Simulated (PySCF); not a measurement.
**C2H5GeN (SMILES C1=[N][GeH2][CH2]1): levels of theory compared**

Wanted: a comparison of 3 runs (B3LYP/def2-SVP, PBE0/def2-SVP, SVWN5/def2-SVP) of C2H5GeN. Input form: a Python script.

Program for the calculation: PySCF 2.14.0.

## (1) The structure to begin with

C2H5GeN has 9 atoms, charge 0, and is taken as a singlet. SMILES: `C1=[N][GeH2][CH2]1`. The coordinates come from a PBE0-D4/def2-TZVP relaxation.

Bond lengths: C1–N2 1.278 Å, N2–Ge3 1.910 Å, C1–C4 1.512 Å, Ge3–C4 1.983 Å, C1–H5 1.098 Å, Ge3–H6 1.538 Å, Ge3–H7 1.538 Å, C4–H8 1.092 Å, C4–H9 1.092 Å. Some angles: C1–N2–Ge3 89.9°, N2–C1–C4 114.8°, N2–Ge3–C4 74.4°, C1–C4–Ge3 80.9°, N2–C1–H5 121.7°, C4–C1–H5 123.5°, N2–Ge3–H6 115.0°, N2–Ge3–H7 115.0°, C4–Ge3–H6 118.6°, C4–Ge3–H7 118.6°.

## (2) The energy at B3LYP/def2-SVP (run 1)

File input.xyz:

```xyz
9

C     -0.186800    -0.549700    -1.075100
N      1.035900    -0.182500    -1.141500
Ge     0.903900     0.560600     0.613000
C     -0.885400    -0.197100     0.218500
H     -0.675600    -1.079500    -1.903400
H      1.056500     2.089100     0.684100
H      1.776000    -0.127000     1.676700
H     -1.720500     0.497400     0.107000
H     -1.215600    -1.057700     0.803700
```

File job.py:

```python
from pyscf import gto, dft

molecule = gto.M(
    atom='input.xyz',
    verbose=3,
    max_memory=1860,
    basis='def2-svp',
    spin=0,
    charge=0,
)

mf = dft.RKS(molecule)
mf.xc = 'b3lyp'
mf.conv_tol = 1e-10
mf.grids.level = 5
mf.kernel()
if not mf.converged:
    mf = mf.newton().run(mf.mo_coeff, mf.mo_occ)

e_final = mf.e_tot
print(f'total energy: {e_final:.8f} hartree')
```

The run is started by

```
$ OMP_NUM_THREADS=1 python job.py
```

Output:

```text
converged SCF energy = -2210.60611497208
total energy: -2210.60611497 hartree
```

Run time: 24 s. Hardware: 1 thread of Intel Xeon at 2.70GHz, shared host; peak memory 0.52 GiB.

## (3) The energy at PBE0/def2-SVP (run 2)

File input.py:

```python
from pyscf import gto, dft

molecule = gto.Mole()
molecule.atom = '''
C       -0.186800      -0.549700      -1.075100
N        1.035900      -0.182500      -1.141500
Ge       0.903900       0.560600       0.613000
C       -0.885400      -0.197100       0.218500
H       -0.675600      -1.079500      -1.903400
H        1.056500       2.089100       0.684100
H        1.776000      -0.127000       1.676700
H       -1.720500       0.497400       0.107000
H       -1.215600      -1.057700       0.803700
'''
molecule.verbose = 3
molecule.max_memory = 1860
molecule.basis = 'def2-svp'
molecule.build()

mf = dft.RKS(molecule)
mf.xc = 'pbe0'
mf.conv_tol = 1e-10
mf.grids.level = 5
mf.kernel()
if not mf.converged:
    mf = mf.newton().run(mf.mo_coeff, mf.mo_occ)

energy = mf.e_tot
print(f'total energy: {energy:.8f} hartree')
```

The run is started by

```
$ OMP_NUM_THREADS=1 python input.py
```

Output:

```text
converged SCF energy = -2210.1418118387
total energy: -2210.14181184 hartree
```

Wall time 22 s (1 thread of Intel Xeon at 2.70GHz, shared host); peak memory 0.52 GiB.

## (4) The energy at SVWN5/def2-SVP (run 3)

File run.py:

```python
from pyscf import gto, dft

mol = gto.M(
    atom='''
C     -0.353001    -1.038782    -2.031645
N      1.957567    -0.344875    -2.157122
Ge     1.708123     1.059380     1.158402
C     -1.673164    -0.372465     0.412905
H     -1.276699    -2.039959    -3.596905
H      1.996496     3.947827     1.292762
H      3.356154    -0.239995     3.168504
H     -3.251274     0.939950     0.202201
H     -2.297151    -1.998763     1.518773
''',
    spin=0,
    unit='bohr',
    verbose=3,
    charge=0,
    max_memory=1860,
    basis='def2-svp',
)

mf = dft.RKS(mol)
mf.xc = 'svwn'
mf.conv_tol = 1e-10
mf.grids.level = 5
mf.kernel()
if not mf.converged:
    mf = mf.newton().run(mf.mo_coeff, mf.mo_occ)

etot = mf.e_tot
print('E = %.10f Eh' % etot)
```

The run is started by

```
$ OMP_NUM_THREADS=1 python run.py
```

Output:

```text
converged SCF energy = -2206.23184431607
E = -2206.2318443161 Eh
```

Wall time 13 s (1 thread of Intel Xeon at 2.70GHz, shared host); peak memory 0.34 GiB.

## (5) The series

```csv
run,level,energy (Eh),dipole moment (D),HOMO energy (eV),LUMO energy (eV),wall time
1,B3LYP/def2-SVP,-2210.606115,2.39,-6.59,-0.33,24 s
2,PBE0/def2-SVP,-2210.141812,2.44,-6.86,-0.12,22 s
3,SVWN5/def2-SVP,-2206.231844,2.39,-5.51,-1.46,13 s
```

## (6) What came out

```
            quantity           value
 run 3: total energy  -2206.23184 Eh
run 3: dipole moment          2.39 D
  run 3: HOMO energy        -5.51 eV
  run 3: LUMO energy        -1.46 eV
run 3: HOMO–LUMO gap         4.05 eV
```

In words: The dipole moment (its size) runs from 2.39 D (B3LYP/def2-SVP) to 2.44 D (PBE0/def2-SVP). The HOMO–LUMO gap runs from 4.05 eV (SVWN5/def2-SVP) to 6.75 eV (PBE0/def2-SVP). Totals of different functionals can't be ranked against each other. All runs together took 59 s, the longest 24 s.
